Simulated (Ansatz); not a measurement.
**C₃H₅FSi: up Jacob's ladder to CCSD(T)**

How much do the methods differ for C₃H₅FSi? The plan is to run it at one geometry with functionals of several rungs and with coupled cluster. The yardstick is the atomisation energy at the CCSD(T) limit.

The runs use Ansatz 0.2.0, Gaussian basis; functionals in def2-TZVPP, the program's frozen cores in correlated methods.

Levels to be run: LDA (SPW92), PBE-D4, revPBE-D4, BLYP-D4, r2SCAN-D4, B97M-V, PBE0-D4, B3LYP-D4, r2SCANh-D4, r2SCAN0-D4, HSE06-D4, BHLYP-D4, CAM-B3LYP-D4, LC-ωPBE, ωB97X-V, ωB97M-V, B2PLYP, PBE-QIDH; CCSD(T)/def2-SVP; CCSD(T)/def2-TZVPP; MP2/def2-QZVPP; extrapolation to the limit; RPA on PBE.

## (1) Structure used throughout

All runs share one geometry, relaxed beforehand with PBE0-D4 in a triple-zeta def2 set.

SMILES `C#CC[SiH2]F`, 10 atoms, charge 0, spin multiplicity 1.

Atoms are counted from 1 here; the program's logs count them from 0.

Bond lengths: C1–C2 1.201 Å, C1–H6 1.064 Å, C2–C3 1.446 Å, C3–Si4 1.878 Å, C3–H7 1.095 Å, C3–H8 1.095 Å, Si4–F5 1.602 Å, Si4–H9 1.480 Å, Si4–H10 1.480 Å. Angles: C2–C1–H6 178.5°, C1–C2–C3 175.9°, C2–C3–Si4 107.6°, C2–C3–H7 111.2°, C2–C3–H8 111.2°, Si4–C3–H7 109.7°, Si4–C3–H8 109.7°, H7–C3–H8 107.6°, C3–Si4–F5 108.7°, C3–Si4–H9 110.2°, C3–Si4–H10 110.2°, F5–Si4–H9 108.1°, F5–Si4–H10 108.1°, H9–Si4–H10 111.4°.

## (2) LDA

This LDA is Slater exchange with PW92 correlation.

Contents of in.yaml:

```yaml
crystal:
  periodic: [false, false, false]
  atoms:
    - {symbol: C, position_ang: [-1.155427, 1.137553, 1.677943]}
    - {symbol: C, position_ang: [-0.376139, 0.371532, 1.178624]}
    - {symbol: C, position_ang: [0.528806, -0.517840, 0.485422]}
    - {symbol: Si, position_ang: [0.272710, -0.263457, -1.357508]}
    - {symbol: F, position_ang: [1.265327, -1.238116, -2.152767]}
    - {symbol: H, position_ang: [-1.837117, 1.807639, 2.145564]}
    - {symbol: H, position_ang: [0.331423, -1.562793, 0.744475]}
    - {symbol: H, position_ang: [1.570039, -0.303830, 0.746240]}
    - {symbol: H, position_ang: [-1.115661, -0.613116, -1.733856]}
    - {symbol: H, position_ang: [0.599138, 1.131227, -1.731337]}
basis:
  gaussian: {orbitals: def2-TZVPP}
hamiltonian: {xc: lda}
output: {orbitals: {seedname: orbitals}}
```

After this run come: PBE-D4 (GGA); revPBE-D4 (GGA); BLYP-D4 (GGA); r2SCAN-D4 (meta-GGA); B97M-V (meta-GGA); PBE0-D4 (hybrid); B3LYP-D4 (hybrid); r2SCANh-D4 (hybrid); r2SCAN0-D4 (hybrid); HSE06-D4 (hybrid); BHLYP-D4 (hybrid); CAM-B3LYP-D4 (range-separated); LC-ωPBE (range-separated); ωB97X-V (range-separated); ωB97M-V (range-separated); B2PLYP (double hybrid); PBE-QIDH (double hybrid); CCSD(T) in def2-SVP; CCSD(T) in def2-TZVPP; MP2 in def2-QZVPP; RPA on PBE orbitals.

Before running them: what should the planned runs give, taken together? Wanted: atomisation energy, CCSD(T)/CBS; farthest beyond LDA; mean size of error, GGA; mean size of error, meta-GGA; mean size of error, hybrid; mean size of error, range-separated; mean size of error, double hybrid; gap, smallest and largest; T1 diagnostic.

**Answer**, as computed:

| quantity | value |
| --- | --- |
| atomisation energy, CCSD(T)/CBS | 42.180 eV |
| functionals within 0.211 eV (0.5 %) | BLYP-D4, r2SCAN-D4, B97M-V, PBE0-D4, B3LYP-D4, HSE06-D4, CAM-B3LYP-D4, LC-ωPBE, ωB97X-V, ωB97M-V, PBE-QIDH |
| farthest beyond LDA | BHLYP-D4 (-1.268 eV) |
| mean size of error, GGA | 0.390 eV |
| mean size of error, meta-GGA | 0.014 eV |
| mean size of error, hybrid | 0.377 eV |
| mean size of error, range-separated | 0.090 eV |
| mean size of error, double hybrid | 0.278 eV |
| gap, smallest and largest | 5.70 eV (LDA (SPW92)), 12.89 eV (LC-ωPBE) |
| T1 diagnostic | 0.0117 |
| triples share of the correlation energy | 3.9 % |

In words: LDA overbinds by 5.727 eV (14 %). PBE-D4 misses by +0.754 eV. Double hybrids carry the basis error of their MP2 part in triple zeta, and no dispersion term here, so their miss is partly the set-up's. The rungs meta-GGA, range-separated miss on average by less than the doubt on the reference (0.211 eV), so they tie. Misses under about 0.211 eV are within the doubt on the reference itself, which lacks core-valence correlation, relativity and higher excitations. Hartree-Fock recovers 75 % of the binding; the rest is correlation. CCSD(T) in def2-SVP is off by -2.287 eV, so the small basis spoils what the method gains. The gap grows from 5.7 to 12.9 eV across the functionals, mostly with the share of exact exchange.
